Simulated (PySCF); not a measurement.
**Rb⁺, Rb²⁺: ionisation energy in aug-cc-pVDZ-X2C**

Each state of rubidium is computed at each level; their differences give the ionisation energy. How far do the methods differ?

The numbers are computed with PySCF 2.14.0 (unrestricted determinants in a Gaussian basis, no spin-orbit coupling in the energies), except any that are marked as measured or tabulated.

**1. The system**

```
Element                                   : rubidium (Z = 37)
Basis                                     : aug-cc-pVDZ-X2C (7s6p4d, 45 functions)
Hamiltonian                               : the spin-free X2C one-electron Hamiltonian (Gaussian nucleus)
State 1                                   : Rb⁺: [Kr], closed-shell 1S
State 2                                   : Rb²⁺: [Ar] 3d10 4s2 4p5, 2P determinant
Methods                                   : UHF, LDA, TPSS, MP2, CCSD(T)
Core shells frozen in the correlated runs : valence: [Ar] 3d10 4s2 (for Rb⁺)
```

The outer shells:

Rb+ [Kr]
```
[Ar] core
3d [↑↓][↑↓][↑↓][↑↓][↑↓]
4s [↑↓]
4p [↑↓][↑↓][↑↓]
```

Rb2+ [Ar] 3d10 4s2 4p5
```
[Ar] core
3d [↑↓][↑↓][↑↓][↑↓][↑↓]
4s [↑↓]
4p [↑↓][↑↓][↑ ]
```

The runs were made by one driver on top of PySCF. The scripts below sum up each run's settings (the driver also hands on starting orbitals that pick excited configurations, and frozen orbitals as a list rather than a count), and the logs come from the driver's own runs. The driver starts from symmetry-adapted Hartree-Fock orbitals, holds the occupation by maximum overlap and uses a logarithmic radial grid for functionals, so a plain start would take other cycles.

The driver's launch:

```
OMP_NUM_THREADS=1 python atomrun2.py TASK.json OUT
```

The integrals over 45 functions and the set-up took 0.88 s of CPU time.

**2. Rb⁺: the ladder of methods**

Level: UHF.

The input, input.py:

```python
from pyscf import gto, scf, dft, mp, cc
import basis_set_exchange as bse
mol = gto.M(atom="Rb 0 0 0", charge=1, spin=0, symmetry="D2h",
            basis=gto.basis.parse(bse.get_basis("aug-cc-pVDZ-X2C", elements=["Rb"], fmt="nwchem", header=False)),
            nucmod="G")
mf = scf.UHF(mol).sfx2c1e()
mf.irrep_nelec = {'Ag': (6, 6), 'B1g': (1, 1), 'B2g': (1, 1), 'B3g': (1, 1), 'B1u': (3, 3), 'B2u': (3, 3), 'B3u': (3, 3)}
mf.kernel()
```

Level: LDA.

input.py, as changed from the run before:

```diff
@@ -5,3 +5,3 @@
             nucmod="G")
-mf = scf.UHF(mol).sfx2c1e()
+mf = dft.UKS(mol, xc="LDA,VWN").sfx2c1e()
 mf.irrep_nelec = {'Ag': (6, 6), 'B1g': (1, 1), 'B2g': (1, 1), 'B3g': (1, 1), 'B1u': (3, 3), 'B2u': (3, 3), 'B3u': (3, 3)}
```

Level: TPSS.

input.py, as changed from the run before:

```diff
@@ -5,3 +5,3 @@
             nucmod="G")
-mf = dft.UKS(mol, xc="LDA,VWN").sfx2c1e()
+mf = dft.UKS(mol, xc="TPSS").sfx2c1e()
 mf.irrep_nelec = {'Ag': (6, 6), 'B1g': (1, 1), 'B2g': (1, 1), 'B3g': (1, 1), 'B1u': (3, 3), 'B2u': (3, 3), 'B3u': (3, 3)}
```

Level: MP2 (valence).

input.py, as changed from the run before:

```diff
@@ -5,4 +5,5 @@
             nucmod="G")
-mf = dft.UKS(mol, xc="TPSS").sfx2c1e()
+mf = scf.UHF(mol).sfx2c1e()
 mf.irrep_nelec = {'Ag': (6, 6), 'B1g': (1, 1), 'B2g': (1, 1), 'B3g': (1, 1), 'B1u': (3, 3), 'B2u': (3, 3), 'B3u': (3, 3)}
 mf.kernel()
+mp.UMP2(mf, frozen=15).kernel()
```

Level: CCSD(T) (valence).

input.py, as changed from the run before:

```diff
@@ -8,2 +8,3 @@
 mf.kernel()
-mp.UMP2(mf, frozen=15).kernel()
+mycc = cc.CCSD(mf, frozen=15).run()
+mycc.ccsd_t()
```

**3. Rb²⁺**

Level: UHF.

The input, input.py:

```python
from pyscf import gto, scf, dft, mp, cc
import basis_set_exchange as bse
mol = gto.M(atom="Rb 0 0 0", charge=2, spin=1, symmetry="D2h",
            basis=gto.basis.parse(bse.get_basis("aug-cc-pVDZ-X2C", elements=["Rb"], fmt="nwchem", header=False)),
            nucmod="G")
mf = scf.UHF(mol).sfx2c1e()
mf.irrep_nelec = {'Ag': (6, 6), 'B1g': (1, 1), 'B2g': (1, 1), 'B3g': (1, 1), 'B1u': (3, 3), 'B2u': (3, 3), 'B3u': (3, 2)}
mf.kernel()
```

Level: LDA.

input.py, as changed from the run before:

```diff
@@ -5,3 +5,3 @@
             nucmod="G")
-mf = scf.UHF(mol).sfx2c1e()
+mf = dft.UKS(mol, xc="LDA,VWN").sfx2c1e()
 mf.irrep_nelec = {'Ag': (6, 6), 'B1g': (1, 1), 'B2g': (1, 1), 'B3g': (1, 1), 'B1u': (3, 3), 'B2u': (3, 3), 'B3u': (3, 2)}
```

Level: TPSS.

input.py, as changed from the run before:

```diff
@@ -5,3 +5,3 @@
             nucmod="G")
-mf = dft.UKS(mol, xc="LDA,VWN").sfx2c1e()
+mf = dft.UKS(mol, xc="TPSS").sfx2c1e()
 mf.irrep_nelec = {'Ag': (6, 6), 'B1g': (1, 1), 'B2g': (1, 1), 'B3g': (1, 1), 'B1u': (3, 3), 'B2u': (3, 3), 'B3u': (3, 2)}
```

Level: MP2 (valence).

input.py, as changed from the run before:

```diff
@@ -5,4 +5,5 @@
             nucmod="G")
-mf = dft.UKS(mol, xc="TPSS").sfx2c1e()
+mf = scf.UHF(mol).sfx2c1e()
 mf.irrep_nelec = {'Ag': (6, 6), 'B1g': (1, 1), 'B2g': (1, 1), 'B3g': (1, 1), 'B1u': (3, 3), 'B2u': (3, 3), 'B3u': (3, 2)}
 mf.kernel()
+mp.UMP2(mf, frozen=15).kernel()
```

Level: CCSD(T) (valence).

input.py, as changed from the run before:

```diff
@@ -8,2 +8,3 @@
 mf.kernel()
-mp.UMP2(mf, frozen=15).kernel()
+mycc = cc.CCSD(mf, frozen=15).run()
+mycc.ccsd_t()
```

Q: Predict the outcome of this session.

The runs gave:

```
              quantity                                                      value
ionisation energy, Rb⁺  UHF 27.249, CCSD(T) (valence) 27.380 eV; reference 27.290
```

Each level's miss and price (over 1 difference):

```
           method  mean absolute miss against CCSD(T) (valence) (eV)  CPU time, both states (s)
              UHF                                              0.131                        0.2
              LDA                                              1.180                       0.43
             TPSS                                              0.929                        1.5
    MP2 (valence)                                              0.012                       0.24
SCS-MP2 (valence)                                              0.021                       0.24
   CCSD (valence)                                              0.001                           
CCSD(T) (valence)                                              0.000                       0.59
```

**Reading.** The methods span 1.311 eV, from UHF (27.249) to LDA (28.559). The reference is uncertain or not like for like (spin-orbit coupling or other relativistic terms), so no ranking of close methods is drawn. All values hold for this basis alone; no basis-set limit was taken. The dearest level timed, TPSS, costs 7.3 times the cheapest, UHF, and differs from CCSD(T) (valence) by 0.93 against 0.13 eV; CCSD(T) (valence) in this basis is a yardstick, not the exact answer.
